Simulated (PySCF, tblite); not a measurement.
# C4H7Cl3GeSi: geometry, infrared bands and NMR shifts

Aim: predict the infrared bands and NMR shifts of C4H7Cl3GeSi (`C=[C]([GeH3])C(=C)[Si](Cl)(Cl)Cl`).

The runs use tblite 0.8.0 and PySCF 2.14.0, with density-fitted response routines of our own; the level of theory stands in each step. All values are computed, except where a source is named. Atoms count from 0, in the outputs and in this text.

**1. Starting geometry**

16 atoms, charge 0, multiplicity 1; geometry from: force field or distance geometry start.

Bonds of the start (Å): C0–C1 1.33, C1–Ge2 1.94, C1–C3 1.48, C3–C4 1.34, C3–Si5 1.86, Si5–Cl6 2.09, Si5–Cl7 2.10, Si5–Cl8 2.09, C0–H9 1.10, C0–H10 1.07, Ge2–H11 1.54, Ge2–H12 1.55, Ge2–H13 1.55, C4–H14 1.08, C4–H15 1.08.

**2. Optimising the geometry with GFN2-xTB**

Job settings and geometry (Å):

```
{"job": {"kind": "relax", "xc": "GFN2-xTB", "basis": "xTB"}, "charge": 0, "multiplicity": 1}
C      0.728900     1.434500     0.956400
C      0.636500     0.398700     0.119700
Ge     2.170500    -0.007400    -0.989000
C     -0.555300    -0.475500     0.093000
C     -0.420000    -1.812200     0.059200
Si    -2.273700     0.240200     0.194100
Cl    -2.873700     0.320200     2.195600
Cl    -2.278500     2.180800    -0.603600
Cl    -3.618100    -0.939000    -0.886200
H     -0.089700     1.679300     1.641800
H      1.603200     2.057200     0.976700
H      3.145700    -0.910700    -0.210700
H      1.674000    -0.742200    -2.256100
H      2.873000     1.313700    -1.400300
H     -1.285800    -2.454300     0.055300
H      0.555600    -2.274200     0.042900
```

On the command line:

```
> OMP_NUM_THREADS=1 python probes_run.py task.json out
```

This one command runs all jobs of the session in turn.

The program printed:

```text
step      E/eV     max force
  0    -802.19314    1.379
  1    -802.28266    0.736
  2    -802.34936    0.616
  3    -802.37029    0.483
  4    -802.38248    0.348
  5    -802.39001    0.285
  6    -802.39434    0.254
  7    -802.39795    0.167
  8    -802.39996    0.123
  9    -802.40217    0.171
 10    -802.40443    0.188
 11    -802.40595    0.112
 12    -802.40707    0.092
 13    -802.40812    0.096
 14    -802.40913    0.100
 15    -802.40995    0.072
 16    -802.41065    0.067
 17    -802.41142    0.079
 18    -802.41231    0.081
 19    -802.41301    0.059
 20    -802.41341    0.040
 21    -802.41368    0.042
 22    -802.41401    0.050
 23    -802.41446    0.062
 24    -802.41495    0.050
 25    -802.41536    0.048
 26    -802.41567    0.048
 27    -802.41596    0.049
 28    -802.41627    0.055
 29    -802.41656    0.043
 30    -802.41680    0.048
 31    -802.41701    0.038
 32    -802.41719    0.031
 33    -802.41735    0.029
 34    -802.41750    0.026
 35    -802.41766    0.035
 36    -802.41788    0.050
 37    -802.41813    0.051
 38    -802.41839    0.044
 39    -802.41862    0.040
 40    -802.41883    0.042
 41    -802.41905    0.039
 42    -802.41925    0.048
 43    -802.41944    0.035
 44    -802.41965    0.035
 45    -802.41992    0.059
 46    -802.42034    0.079
 47    -802.42090    0.080
 48    -802.42143    0.059
 49    -802.42183    0.053
 50    -802.42218    0.051
 51    -802.42264    0.081
 52    -802.42331    0.100
 53    -802.42403    0.076
 54    -802.42458    0.058
 55    -802.42498    0.052
 56    -802.42538    0.082
 57    -802.42594    0.107
 58    -802.42655    0.096
 59    -802.42693    0.062
 60    -802.42722    0.036
 61    -802.42737    0.031
 62    -802.42767    0.030
 63    -802.42789    0.039
 64    -802.42810    0.030
 65    -802.42821    0.022
 66    -802.42832    0.023
 67    -802.42847    0.035
 68    -802.42867    0.040
 69    -802.42884    0.030
 70    -802.42895    0.021
 71    -802.42903    0.022
 72    -802.42912    0.032
 73    -802.42920    0.029
 74    -802.42929    0.018
 75    -802.42939    0.019
 76    -802.42949    0.020
 77    -802.42959    0.023
 78    -802.42966    0.015
 79    -802.42970    0.014
 80    -802.42974    0.012
 81    -802.42977    0.014
 82    -802.42981    0.014
 83    -802.42984    0.015
 84    -802.42986    0.016
 85    -802.42989    0.013
 86    -802.42991    0.014
 87    -802.42993    0.014
 88    -802.42995    0.012
 89    -802.42997    0.010
 90    -802.42999    0.011
 91    -802.43001    0.012
 92    -802.43005    0.018
 93    -802.43008    0.019
 94    -802.43012    0.018
 95    -802.43015    0.016
 96    -802.43019    0.014
 97    -802.43023    0.016
 98    -802.43027    0.014
 99    -802.43031    0.017
100    -802.43038    0.026
101    -802.43049    0.036
102    -802.43062    0.034
103    -802.43073    0.026
104    -802.43081    0.019
105    -802.43087    0.018
106    -802.43094    0.021
107    -802.43101    0.020
108    -802.43106    0.021
109    -802.43111    0.021
110    -802.43118    0.020
111    -802.43127    0.029
112    -802.43138    0.031
113    -802.43146    0.019
114    -802.43150    0.015
115    -802.43153    0.015
116    -802.43158    0.025
117    -802.43167    0.036
118    -802.43179    0.038
119    -802.43189    0.031
120    -802.43195    0.022
121    -802.43198    0.011
122    -802.43200    0.012
123    -802.43202    0.013
124    -802.43205    0.017
125    -802.43208    0.018
126    -802.43211    0.016
127    -802.43213    0.011
128    -802.43214    0.005
```

Wall time 7.5 s (1 thread of Intel Xeon at 2.50GHz, shared host); peak memory 0.18 GiB.

The steps of the relaxation: (not every step is listed)

```csv
step,energy from step 0 (eV),largest force (eV/Å)
0,0.0000,1.3795
1,-0.0895,0.7355
2,-0.1562,0.6158
3,-0.1771,0.4834
4,-0.1893,0.3483
5,-0.1969,0.2848
6,-0.2012,0.2535
7,-0.2048,0.1666
8,-0.2068,0.1234
19,-0.2199,0.0591
30,-0.2237,0.0477
41,-0.2259,0.0394
52,-0.2302,0.1004
63,-0.2348,0.0389
74,-0.2362,0.0179
85,-0.2368,0.0127
96,-0.2371,0.0143
107,-0.2379,0.0197
118,-0.2387,0.0383
123,-0.2389,0.0129
124,-0.2389,0.0166
125,-0.2389,0.0179
126,-0.2390,0.0159
127,-0.2390,0.0110
128,-0.2390,0.0051
```

Close pairs (by a distance rule), those that changed most:

```csv
bond,before (Å),after (Å),change (Å)
Si5–Cl7,2.098,2.024,-0.075
Si5–Cl8,2.089,2.024,-0.065
Si5–Cl6,2.091,2.028,-0.063
Ge2–H13,1.552,1.494,-0.058
Ge2–H12,1.547,1.495,-0.051
Ge2–H11,1.540,1.499,-0.042
C3–Si5,1.864,1.901,+0.037
C1–Ge2,1.936,1.966,+0.030
```

The final coordinates are the input of the step that follows.

**3. Harmonic vibrations with GFN2-xTB**

Job settings and geometry (Å):

```
{"job": {"kind": "ir", "xc": "GFN2-xTB", "basis": "xTB"}, "charge": 0, "multiplicity": 1}
C      0.616435     1.536151     0.847264
C      0.606845     0.406909     0.142094
Ge     2.229965    -0.096329    -0.845752
C     -0.561148    -0.476180     0.071219
C     -0.398305    -1.769384    -0.217063
Si    -2.303021     0.233624     0.349607
Cl    -2.671730     0.581222     2.313432
Cl    -2.510940     1.957467    -0.689744
Cl    -3.687255    -1.088008    -0.310130
H     -0.222683     1.877114     1.432968
H      1.498607     2.156106     0.882117
H      3.002889    -1.187833    -0.169516
H      1.904544    -0.573419    -2.224838
H      3.126689     1.094953    -0.933470
H     -1.223732    -2.457740    -0.274273
H      0.585242    -2.185710    -0.385327
```

The program printed:

```text
mode    cm-1     km/mol
  1      19.2      0.31
  2      40.3      0.15
  3      81.5      0.77
  4      93.2      0.33
  5     126.9      6.79
  6     133.5      4.46
  7     143.2      6.07
  8     152.2      3.53
  9     190.0      7.87
 10     222.2     12.71
 11     278.0      2.99
 12     312.7      2.62
 13     345.8      1.96
 14     420.2     35.55
 15     434.4     30.67
 16     500.2     83.81
 17     511.3     31.80
 18     525.0    133.30
 19     552.3     13.69
 20     594.9     28.17
 21     652.0     38.65
 22     680.4    102.05
 23     751.3      0.32
 24     772.5    482.21
 25     848.5     91.95
 26     869.6     98.95
 27     898.6     51.32
 28     906.4      1.38
 29     927.3      7.97
 30    1061.6      0.96
 31    1219.4      3.29
 32    1391.9     19.33
 33    1409.7      3.38
 34    1622.4     10.36
 35    1636.7      3.99
 36    1974.6    161.05
 37    2054.6    399.55
 38    2080.8    366.55
 39    3050.4     32.37
 40    3075.6     14.77
 41    3099.1     56.31
 42    3123.4     23.18
```

Run time: 5.1 s. Hardware: 1 thread of Intel Xeon at 2.50GHz, shared host; peak memory 0.18 GiB.

Which atoms move in the most intense modes:

```csv
cm⁻¹,km/mol,atoms
525,133.3,"Si5 28 %, H13 27 %, H12 14 %"
680,102.0,"Si5 25 %, C3 20 %, C1 15 %, H15 12 %"
772,482.2,"H13 35 %, H12 33 %, H11 27 %"
848,92.0,"H12 43 %, H13 37 %, H11 17 %"
870,99.0,"H11 53 %, H13 25 %, H12 21 %"
1975,161.1,"H11 50 %, H12 27 %, H13 22 %"
2055,399.6,"H11 48 %, H12 38 %, H13 13 %"
2081,366.6,"H13 63 %, H12 34 %"
```

**4. Nuclear shieldings: PBE0/pcSseg-1**

Same as in step 3 but for these lines:

```diff
@@ -1,2 +1,2 @@
-{"job": {"kind": "ir", "xc": "GFN2-xTB", "basis": "xTB"}, "charge": 0, "multiplicity": 1}
+{"job": {"kind": "nmr", "xc": "PBE0", "basis": "pcSseg-1"}, "charge": 0, "multiplicity": 1}
 C      0.616435     1.536151     0.847264
```

Method: GIAO PBE0/pcSseg-1 NMR shielding, non-relativistic, gas phase.

The program printed:

```text
coarse grid: 70800 points
cycle   1  E = -3902.4066137991  dE =  4.732e-01  |g| = 9.512e-01  |ddm| = 4.089e+00
cycle   2  E = -3902.3741432606  dE =  3.247e-02  |g| = 9.847e-01  |ddm| = 1.345e+00
cycle   3  E = -3902.5018856703  dE = -1.277e-01  |g| = 9.761e-02  |ddm| = 8.558e-01
cycle   4  E = -3902.5035548735  dE = -1.669e-03  |g| = 4.997e-02  |ddm| = 1.583e-01
cycle   5  E = -3902.5041389496  dE = -5.841e-04  |g| = 1.264e-02  |ddm| = 6.142e-02
cycle   6  E = -3902.5041759532  dE = -3.700e-05  |g| = 3.776e-03  |ddm| = 1.445e-02
cycle   7  E = -3902.5041793404  dE = -3.387e-06  |g| = 1.104e-03  |ddm| = 4.682e-03
final grid: 142640 points
cycle   8  E = -3902.5041215287  dE =  1.173e-07  |g| = 1.453e-03  |ddm| = 3.590e-03
cycle   9  E = -3902.5041207658  dE =  7.629e-07  |g| = 2.259e-03  |ddm| = 3.454e-03
cycle  10  E = -3902.5041219789  dE = -1.213e-06  |g| = 3.283e-04  |ddm| = 2.218e-03
cycle  11  E = -3902.5041220026  dE = -2.372e-08  |g| = 4.222e-05  |ddm| = 3.344e-04
cycle  12  E = -3902.5041220030  dE = -3.811e-10  |g| = 5.102e-06  |ddm| = 4.946e-05
converged SCF energy = -3902.5041220030

GIAO shielding tensors (ppm)
atom      isotropic    diamagn.    paramagn.     s11        s22        s33       span
  0 C       45.546     255.241    -209.694    -64.010     49.625    151.023    215.033
  1 C       35.952     261.993    -226.041    -65.098     28.383    144.571    209.669
  2 Ge    1551.508    2755.411   -1203.903   1412.957   1560.475   1681.091    268.134
  3 C       29.789     263.045    -233.256    -67.490     16.725    140.133    207.623
  4 C       43.896     255.216    -211.320    -62.704     37.637    156.754    219.458
  5 Si     333.884     875.185    -541.302    315.087    325.428    361.135     46.048
  6 Cl     788.815    1147.259    -358.444    673.506    761.755    931.184    257.678
  7 Cl     817.563    1147.882    -330.319    709.062    792.285    951.342    242.280
  8 Cl     833.426    1146.757    -313.331    712.240    819.583    968.456    256.216
  9 H       25.349      32.849      -7.500     22.808     24.109     29.129      6.321
 10 H       25.569      31.582      -6.012     22.474     24.152     30.082      7.607
 11 H       27.437      29.368      -1.931     20.969     22.687     38.656     17.687
 12 H       27.834      29.370      -1.536     21.122     23.828     38.553     17.430
 13 H       27.993      29.285      -1.292     21.168     23.360     39.452     18.284
 14 H       25.503      31.218      -5.714     22.492     23.378     30.641      8.149
 15 H       25.508      33.022      -7.514     22.584     23.861     30.078      7.494
```

Wall time 2.7 min (1 thread of Intel Xeon at 2.50GHz, shared host); peak memory 1.1 GiB.

Shifts follow as δ = σ(reference) − σ, with reference shieldings (ppm) from runs at the same level and on the same kind of geometry: ¹H TMS 31.72, ¹³C TMS 186.9, ²⁹Si TMS 349.2, ⁷³Ge GeMe4 1331, ³⁵Cl HCl 950. The references are single molecules in the gas phase. Atoms listed in one row are averaged.

```csv
atoms,environment,σ (ppm),δ (ppm)
C3,fully substituted alkene carbon,29.8,157.1
C1,fully substituted alkene carbon,36.0,151.0
C4,terminal =CH2 carbon,43.9,143.0
C0,terminal =CH2 carbon,45.5,141.4
H9,hydrogen on a terminal =CH2 carbon,25.35,6.37
H14,hydrogen on a terminal =CH2 carbon,25.50,6.21
H15,hydrogen on a terminal =CH2 carbon,25.51,6.21
H10,hydrogen on a terminal =CH2 carbon,25.57,6.15
"H11, H12, H13",hydrogen on a germanium bonded to C,27.75,3.96
Ge2,"germanium bonded to C, 3 H",1552,-221
Si5,"silicon bonded to C, 3 Cl",333.9,15.3
"Cl6, Cl7, Cl8",chlorine bonded to Si,813,137
```

Charges from the same density, by scheme (e):

```csv
atoms,Mulliken,IAO,Hirshfeld,ESP fit
C0,-0.09,-0.29,-0.09,-0.35
C1,-0.48,-0.21,-0.08,-0.11
Ge2,0.34,0.47,0.30,0.26
C3,-0.44,-0.28,-0.10,0.14
C4,-0.09,-0.27,-0.07,-0.37
Si5,1.03,1.04,0.36,0.07
"Cl6, Cl7, Cl8",-0.26,-0.28,-0.09,-0.05
```

Mayer bond orders: C0–C1 1.93, C1–Ge2 0.81, C1–C3 1.02, C3–C4 1.93, C3–Si5 0.84, Si5–Cl6 1.06, Si5–Cl7 1.07, Si5–Cl8 1.03.

**5. Outcome**

| quantity | value |
| --- | --- |
| strongest single infrared mode (GFN2-xTB) | 772 cm⁻¹, 482 km/mol |
| zero-point energy (GFN2-xTB) | 56.9 kcal/mol |
| ¹³C shifts against TMS (PBE0/pcSseg-1) | 157.1, 151.0, 143.0, 141.4 ppm |
| ¹H shifts against TMS (PBE0/pcSseg-1, means over atoms taken as alike) | 6.37, 6.21, 6.21, 6.15, 3.96 ppm |
| ⁷³Ge shifts against GeMe4 (PBE0/pcSseg-1) | -221 ppm |
| ²⁹Si shifts against TMS (PBE0/pcSseg-1) | 15.3 ppm |
| ³⁵Cl shifts against HCl (PBE0/pcSseg-1, means over atoms taken as alike) | 137 ppm |

What this shows: The optimisation took 128 steps and gained 0.239 eV; among the close pairs (by a distance rule), Si5–Cl7 changed most, from 2.098 to 2.024 Å. No mode is imaginary among the 42: a minimum at this level. The strongest single mode, at 772 cm⁻¹, is spread over several atoms, H13, H12, H11 among them. GFN2-xTB is a fitted tight-binding method: band positions and strengths are rough. Its intensities can rank the bands wrongly. At PBE0/pcSseg-1: Shielding is most anisotropic at Ge2 (span 268 ppm, paramagnetic term -1204 ppm). Spin-orbit coupling is left out, which matters for shieldings and couplings at and beside the heavy atoms.
